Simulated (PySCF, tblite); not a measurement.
# C₆H₉FO: infrared bands and NMR shifts

What infrared bands and NMR shifts should C₆H₉FO (`O=C(F)C1CCCC1`) show?

Computed with tblite 0.8.0 and PySCF 2.14.0, with density-fitted response routines of our own, on a single molecule in the gas phase. Atoms count from 0, in the outputs and in this text.

## (1) Starting geometry

17 atoms, charge 0, multiplicity 1; geometry from: GFN2-xTB.

Bonds of the start (Å): O0–C1 1.18, C1–F2 1.37, C1–C3 1.49, C3–C4 1.55, C4–C5 1.52, C5–C6 1.53, C6–C7 1.53, C7–C3 1.54, C3–H8 1.09, C4–H9 1.09, C4–H10 1.09, C5–H11 1.09, C5–H12 1.09, C6–H13 1.09, C6–H14 1.09, C7–H15 1.09, C7–H16 1.09.

## (2) Harmonic vibrations with GFN2-xTB

What the job is given:

```
{"job": {"kind": "ir", "xc": "GFN2-xTB", "basis": "xTB"}, "charge": 0, "multiplicity": 1}
O      1.901025     1.510615    -1.166340
C      1.907444     0.601547    -0.415267
F      3.023569    -0.191883    -0.352638
C      0.860563     0.095313     0.521356
C      0.261242    -1.208912    -0.061390
C     -1.020808    -0.747678    -0.746172
C     -1.562999     0.298506     0.222230
C     -0.315602     1.080994     0.644270
H      1.349352    -0.107453     1.477233
H      0.022992    -1.892737     0.753676
H      0.948846    -1.713126    -0.739171
H     -0.788062    -0.283556    -1.705550
H     -1.715480    -1.568699    -0.913835
H     -2.315071     0.940768    -0.230931
H     -2.010088    -0.196850     1.085586
H     -0.403831     1.478359     1.653729
H     -0.150092     1.916822    -0.036697
```

**Question.** This job is followed by: GIAO PBE0/pcSseg-1 NMR shielding, non-relativistic, gas phase. What will the session give for the following? strongest single infrared mode (GFN2-xTB); zero-point energy (GFN2-xTB); ¹³C shifts against TMS (PBE0/pcSseg-1, means over atoms taken as alike); ¹H shifts against TMS (PBE0/pcSseg-1, means over atoms taken as alike); ¹⁷O shifts against H2O (PBE0/pcSseg-1); ¹⁹F shifts against CFCl3 (PBE0/pcSseg-1).

The runs gave:

| quantity | value |
| --- | --- |
| strongest single infrared mode (GFN2-xTB) | 1871 cm⁻¹, 419 km/mol |
| zero-point energy (GFN2-xTB) | 88.2 kcal/mol |
| ¹³C shifts against TMS (PBE0/pcSseg-1, means over atoms taken as alike) | 177.2, 43.1, 32.5, 30.2 ppm |
| ¹H shifts against TMS (PBE0/pcSseg-1, means over atoms taken as alike) | 2.97, 2.27, 1.91, 1.69, 1.58 ppm |
| ¹⁷O shifts against H2O (PBE0/pcSseg-1) | 448.6 ppm |
| ¹⁹F shifts against CFCl3 (PBE0/pcSseg-1) | 46.0 ppm |

In words: No mode is imaginary among the 45: a minimum at this level. The strongest single mode, at 1871 cm⁻¹, moves mainly C1 and O0. Unscaled tight-binding wavenumbers are off by several per cent, some by more. Its intensities can rank the bands wrongly. The most deshielded hydrogen is H8 (hydrogen on an sp3 CH α to a carbonyl), at 2.97 ppm: α to C=O. At PBE0/pcSseg-1: The widest tensor belongs to O0: span 671 ppm, with a paramagnetic part of -514 ppm.
